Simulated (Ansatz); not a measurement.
# Al7GaN8: the cost of one run

Computed with Ansatz 0.2.0 (DFT PBEsol, scalar-relativistic, plane waves, PAW, unless a step's input says otherwise).

### Step 1. The system as given

It takes space group P3m1 (No. 156, trigonal). The conventional cell has a = 6.247 Å, b = 6.247 Å, c = 4.998 Å, α = 90.00°, β = 90.00°, γ = 120.00°. Ga (site symmetry 3m) is surrounded by 4 N at 1.90 Å. Al (site symmetry m) is surrounded by 4 N at 1.90 Å. Al (site symmetry 3m) has 4 N at 1.90 Å as nearest neighbours. N (site symmetry 3m) has 1 Ga at 1.90 Å and 3 Al at 1.90 Å as nearest neighbours. N (site symmetry m) has 4 Al at 1.90 Å as nearest neighbours. Around N (site symmetry m) lie 3 Al at 1.90 Å and 1 Ga at 1.90 Å. N (site symmetry 3m) has 4 Al at 1.90 Å as nearest neighbours.

As a file:

```cif
data_structure
_symmetry_space_group_name_H-M 'P 1'
_symmetry_Int_Tables_number 1
_cell_length_a 4.9976
_cell_length_b 6.2468
_cell_length_c 6.2468
_cell_angle_alpha 120.000
_cell_angle_beta 90.000
_cell_angle_gamma 90.000
_cell_volume 168.89
loop_
_atom_site_label
_atom_site_type_symbol
_atom_site_fract_x
_atom_site_fract_y
_atom_site_fract_z
_atom_site_occupancy
Ga1 Ga 0.00000 0.16667 0.33333 1
Al1 Al 0.00000 0.16667 0.83333 1
Al2 Al 0.00000 0.66667 0.33333 1
Al3 Al 0.00000 0.66667 0.83333 1
Al4 Al 0.50000 0.33333 0.66667 1
Al5 Al 0.50000 0.33333 0.16667 1
Al6 Al 0.50000 0.83333 0.66667 1
Al7 Al 0.50000 0.83333 0.16667 1
N1 N 0.62000 0.16667 0.33333 1
N2 N 0.62000 0.16667 0.83333 1
N3 N 0.62000 0.66667 0.33333 1
N4 N 0.62000 0.66667 0.83333 1
N5 N 0.12000 0.33333 0.66667 1
N6 N 0.12000 0.33333 0.16667 1
N7 N 0.12000 0.83333 0.66667 1
N8 N 0.12000 0.83333 0.16667 1
```

(A quick probe on a coarse mesh, which set the mesh and smearing, is not shown.)

### Step 3. Rough relaxation on the coarse mesh

File input.yaml:

```yaml
crystal:
  lattice:
    - [0.0, 0.0, -4.99762564]
    - [3.12339061, 5.40987123, 0.0]
    - [3.12339061, -5.40987123, 0.0]
  atoms:
    - { symbol: Ga, position: [0.0, 0.16666667, 0.33333333] }
    - { symbol: Al, position: [0.0, 0.16666667, 0.83333333] }
    - { symbol: Al, position: [0.0, 0.66666667, 0.33333333] }
    - { symbol: Al, position: [0.0, 0.66666667, 0.83333333] }
    - { symbol: Al, position: [0.5, 0.33333333, 0.66666667] }
    - { symbol: Al, position: [0.5, 0.33333333, 0.16666667] }
    - { symbol: Al, position: [0.5, 0.83333333, 0.66666667] }
    - { symbol: Al, position: [0.5, 0.83333333, 0.16666667] }
    - { symbol: "N", position: [0.62, 0.16666667, 0.33333333] }
    - { symbol: "N", position: [0.62, 0.16666667, 0.83333333] }
    - { symbol: "N", position: [0.62, 0.66666667, 0.33333333] }
    - { symbol: "N", position: [0.62, 0.66666667, 0.83333333] }
    - { symbol: "N", position: [0.12, 0.33333333, 0.66666667] }
    - { symbol: "N", position: [0.12, 0.33333333, 0.16666667] }
    - { symbol: "N", position: [0.12, 0.83333333, 0.66666667] }
    - { symbol: "N", position: [0.12, 0.83333333, 0.16666667] }
basis:
  ecutwfc: 420
kpoints:
  mp_grid: { grid: [4, 6, 6] }
hamiltonian:
  xc: pbesol
scf:
  occupations: { method: gaussian, width: 0.1 }
output:
  forces: true
  stress: true
  eigenvalues: true
relax:
  adjacent_minimum: "off"
  f_tol: 0.05
  max_steps: 80
  cell: { stress_tol: 0.5 }
```

Command:

```
> ansatz run input.yaml --threads 4 --pin off --max-ram 10240MiB --backend cpu --events-out ev --progress --plain --runs-dir out
```

**Question.** How long does this run take on 4 threads of Intel Xeon at 2.70GHz, shared host, and how much memory does it need?

About 32 s, with a peak of 0.64 GiB.
